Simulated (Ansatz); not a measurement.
**Cl2FHSi (built from SMILES F[SiH](Cl)Cl): a barrier at many levels of theory**

Aim: the barrier and energy of one elementary step (Si1–Cl5 formed, F2–H3 formed, Si1–F2 broken, H3–Cl5 broken) from LDA up to coupled cluster, on fixed structures, to see where each rung fails.

The runs use Ansatz 0.2.0, Gaussian basis; single points in def2-TZVPP on PBE0-D4/def2-TZVP structures.

Levels: SPW92, PBE-D4, BLYP-D4, r2SCAN-D4, B97M-V, PBE0-D4, B3LYP-D4, r2SCAN0-D4, BHLYP-D4, CAM-B3LYP-D4, wB97X-V, wB97M-V, B2PLYP, PBE-QIDH, RPA on PBE, Hartree-Fock, MP2, CCSD, CCSD(T). The reference is CCSD(T) at the basis limit, from triple and quadruple zeta. Zero-point energies come from PBE0-D4 vibrations.

Cores are frozen in the correlated methods. B3LYP uses VWN-RPA correlation. B2PLYP carries no dispersion term here.

81 further runs of the same task are left out: 1 that didn't finish, 80 set aside as unsound or not needed.

### 1 Start, saddle and end, as given

Charge 0, multiplicity 1. The folders r, ts and p hold the start, the saddle and the end; their coordinates stand in the first inputs.

```
   pair  r (Å)  ts (Å)  p (Å)
Si1–Cl5  3.081   2.407  2.131
  F2–H3  2.676   1.167  0.931
 Si1–F2  1.615   1.862  2.486
 H3–Cl5  1.283   1.540  2.444
```

### 2 SPW92/def2-TZVPP

r/in.yaml

```yaml
crystal:
  periodic: [false, false, false]
  atoms:
    - {symbol: Si, position_ang: [1.167989, 0.462677, 0.657827]}
    - {symbol: F, position_ang: [1.136052, 0.369722, -0.954485]}
    - {symbol: H, position_ang: [-1.023492, -1.210020, -0.933417]}
    - {symbol: Cl, position_ang: [-0.214439, 2.002557, 0.950614]}
    - {symbol: Cl, position_ang: [-1.066009, -1.624937, 0.279461]}
basis:
  gaussian: {orbitals: def2-TZVPP}
hamiltonian: {xc: lda}
```

ts/in.yaml

```yaml
crystal:
  periodic: [false, false, false]
  atoms:
    - {symbol: Si, position_ang: [0.871794, 0.147681, 0.699631]}
    - {symbol: F, position_ang: [0.604445, 0.013413, -1.138654]}
    - {symbol: H, position_ang: [-0.270730, -0.702167, -0.849689]}
    - {symbol: Cl, position_ang: [-0.228713, 1.896002, 0.935510]}
    - {symbol: Cl, position_ang: [-0.976695, -1.354930, 0.353203]}
basis:
  gaussian: {orbitals: def2-TZVPP}
hamiltonian: {xc: lda}
```

p/in.yaml

```yaml
crystal:
  periodic: [false, false, false]
  atoms:
    - {symbol: Si, position_ang: [0.728823, 0.053529, 1.032383]}
    - {symbol: F, position_ang: [0.616657, -0.071885, -1.448251]}
    - {symbol: H, position_ang: [-0.154998, -0.592171, -1.415085]}
    - {symbol: Cl, position_ang: [-0.265646, 1.881037, 1.028220]}
    - {symbol: Cl, position_ang: [-0.924737, -1.270510, 0.802732]}
basis:
  gaussian: {orbitals: def2-TZVPP}
hamiltonian: {xc: lda}
```

Each run has its own folder and the same command.

Command:

```bash
ansatz run in.yaml --threads 2 --pin off --events-out ev --progress --plain --max-ram 4352MiB
```

Further steps of the session: PBE-D4/def2-TZVPP; BLYP-D4/def2-TZVPP; r2SCAN-D4/def2-TZVPP; B97M-V/def2-TZVPP; PBE0-D4/def2-TZVPP; B3LYP-D4/def2-TZVPP; r2SCAN0-D4/def2-TZVPP; BHLYP-D4/def2-TZVPP; CAM-B3LYP-D4/def2-TZVPP; wB97X-V/def2-TZVPP; wB97M-V/def2-TZVPP; B2PLYP/def2-TZVPP; PBE-QIDH/def2-TZVPP; RPA on PBE/def2-TZVPP; CCSD(T)/def2-TZVPP; MP2/def2-QZVPP; Vibrations of the start structure; Vibrations of the end structure.

Before running it: what results should come out? Wanted: barrier, CCSD(T)/CBS; reverse barrier, CCSD(T)/CBS; step energy, CCSD(T)/CBS; barrier with zero-point energy; step energy with zero-point energy; imaginary mode at the saddle; largest T1 diagnostic.

**Answer**, as computed:

| quantity | value |
| --- | --- |
| barrier, CCSD(T)/CBS | 81.0 kJ/mol |
| reverse barrier, CCSD(T)/CBS | 43.0 kJ/mol |
| step energy, CCSD(T)/CBS | +38.1 kJ/mol |
| barrier with zero-point energy | 78.4 kJ/mol |
| step energy with zero-point energy | +44.2 kJ/mol |
| imaginary mode at the saddle | 635i cm⁻¹ |
| largest T1 diagnostic | 0.012 |

In words: Among the functionals B97M-V lands nearest to CCSD(T)/CBS (-1.9 kJ/mol) and SPW92 farthest (-60.3 kJ/mol). By rung, the mean size of the error is: LDA 60.3, GGA 25.2, meta-GGA 12.1, hybrid 12.7, range-separated hybrid 5.3, double hybrid 6.5 kJ/mol. PBE-D4 gives a barrier 34.4 kJ/mol too low, outside chemical accuracy (1 kcal/mol, 4.2 kJ/mol). The barrier rises with the share of exact exchange, from BLYP-D4 through B3LYP-D4 to BHLYP-D4 (-15.9, -6.9, +9.2 kJ/mol). Hartree-Fock, with no correlation, is off by +52.2 kJ/mol. Zero-point motion lowers the barrier by 2.6 kJ/mol.
